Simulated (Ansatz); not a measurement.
# GeH₃Se radical: a ladder of functionals and wavefunction methods

Aim: compute GeH₃Se radical with functionals from several rungs and with coupled cluster. The yardstick is the atomisation energy at the CCSD(T) limit.

Computed with Ansatz 0.2.0, Gaussian basis. Level: functionals in def2-TZVPP, the program's frozen cores in correlated methods.

The runs, in order: LDA (SPW92), PBE-D4, revPBE-D4, BLYP-D4, r2SCAN-D4, B97M-V, PBE0-D4, B3LYP-D4, r2SCANh-D4, r2SCAN0-D4, HSE06-D4, BHLYP-D4, CAM-B3LYP-D4, LC-ωPBE, ωB97X-V, ωB97M-V, B2PLYP, PBE-QIDH; CCSD(T)/def2-SVP; CCSD(T)/def2-TZVPP; CCSD(T)/def2-QZVPP; extrapolation to the limit.

## (1) The geometry

The geometry comes from an earlier relaxation with PBE0-D4 in a triple-zeta def2 set; it is a stationary point.

SMILES `[GeH3][Se]`, 5 atoms, charge 0, spin multiplicity 2.

Atoms are counted from 1 here; the program's logs count them from 0.

Bond lengths: Ge1–Se2 2.345 Å, Ge1–H3 1.537 Å, Ge1–H4 1.536 Å, Ge1–H5 1.536 Å. Angles: Se2–Ge1–H3 104.9°, Se2–Ge1–H4 110.6°, Se2–Ge1–H5 110.6°, H3–Ge1–H4 110.2°, H3–Ge1–H5 110.2°, H4–Ge1–H5 110.2°.

## (2) LDA

This LDA is Slater exchange with PW92 correlation.

Input file in.yaml:

```yaml
crystal:
  periodic: [false, false, false]
  atoms:
    - {symbol: Ge, position_ang: [0.136670, -0.028464, -0.128137]}
    - {symbol: Se, position_ang: [-1.512456, -0.105231, 1.536608]}
    - {symbol: H, position_ang: [0.089608, 1.411445, -0.664320]}
    - {symbol: H, position_ang: [-0.184166, -1.023788, -1.252824]}
    - {symbol: H, position_ang: [1.520344, -0.327562, 0.467272]}
basis:
  gaussian: {orbitals: def2-TZVPP}
magnetization: {spin_polarized: true, initial_magnetization: 1}
hamiltonian: {xc: lda}
output: {orbitals: {seedname: orbitals}}
```

On the command line:

```
$ ansatz run in.yaml --threads 2 --pin off --events-out ev --progress --plain --max-ram 32768MiB --backend cpu
```

Further steps of the session: PBE-D4 (GGA); revPBE-D4 (GGA); BLYP-D4 (GGA); r2SCAN-D4 (meta-GGA); B97M-V (meta-GGA); PBE0-D4 (hybrid); B3LYP-D4 (hybrid); r2SCANh-D4 (hybrid); r2SCAN0-D4 (hybrid); HSE06-D4 (hybrid); BHLYP-D4 (hybrid); CAM-B3LYP-D4 (range-separated); LC-ωPBE (range-separated); ωB97X-V (range-separated); ωB97M-V (range-separated); B2PLYP (double hybrid); PBE-QIDH (double hybrid); CCSD(T) in def2-SVP; CCSD(T) in def2-TZVPP; CCSD(T) in def2-QZVPP.

Q: Predict the results of all the runs planned. Wanted: atomisation energy, CCSD(T)/CBS; farthest beyond LDA; mean size of error, GGA; mean size of error, meta-GGA; mean size of error, hybrid; mean size of error, range-separated; mean size of error, double hybrid; gap, smallest and largest; T1 diagnostic.

**Answer**, as computed:

```
                               quantity                                                     value
        atomisation energy, CCSD(T)/CBS                                            277.7 kcal/mol
functionals within 2.8 kcal/mol (1.0 %)  r2SCAN-D4, r2SCANh-D4, r2SCAN0-D4, CAM-B3LYP-D4, ωB97X-V
                    farthest beyond LDA                                 revPBE-D4 (-9.7 kcal/mol)
                mean size of error, GGA                                              6.5 kcal/mol
           mean size of error, meta-GGA                                              2.4 kcal/mol
             mean size of error, hybrid                                              3.6 kcal/mol
    mean size of error, range-separated                                              4.0 kcal/mol
      mean size of error, double hybrid                                              5.6 kcal/mol
              gap, smallest and largest                 -0.07 eV (LDA (SPW92)), 7.69 eV (LC-ωPBE)
                          T1 diagnostic                                                    0.0107
triples share of the correlation energy                                                     3.3 %
```

The LDA atomisation energy is off by 35.6 kcal/mol (13 %): it overbinds. PBE-D4 misses by -3.9 kcal/mol. Double hybrids carry the basis error of their MP2 part in triple zeta, and no dispersion term here, so their miss is partly the set-up's. By mean error the best rung here is meta-GGA (2.4 kcal/mol) and the worst beyond LDA is GGA (6.5 kcal/mol). The gap between the best rungs is small, so their order is not settled. Misses under about 2.8 kcal/mol are within the doubt on the reference itself, which lacks core-valence correlation, relativity and higher excitations, and its outer-core shells are covered unevenly. All levels share the lack of spin-orbit coupling, which lowers the free heavy atoms and so the true binding. Hartree-Fock recovers 72 % of the binding; the rest is correlation. CCSD(T) in def2-SVP is off by -21.6 kcal/mol, worse than the median functional, from the basis alone. Orbital gaps span -0.1 to 7.7 eV; exact exchange widens them. A negative gap means that an empty level lies below a filled one: whole occupations of an open shell aren't an aufbau state there. Correlated methods include outer-core shells of Ge, Se, which these sets cover unevenly.
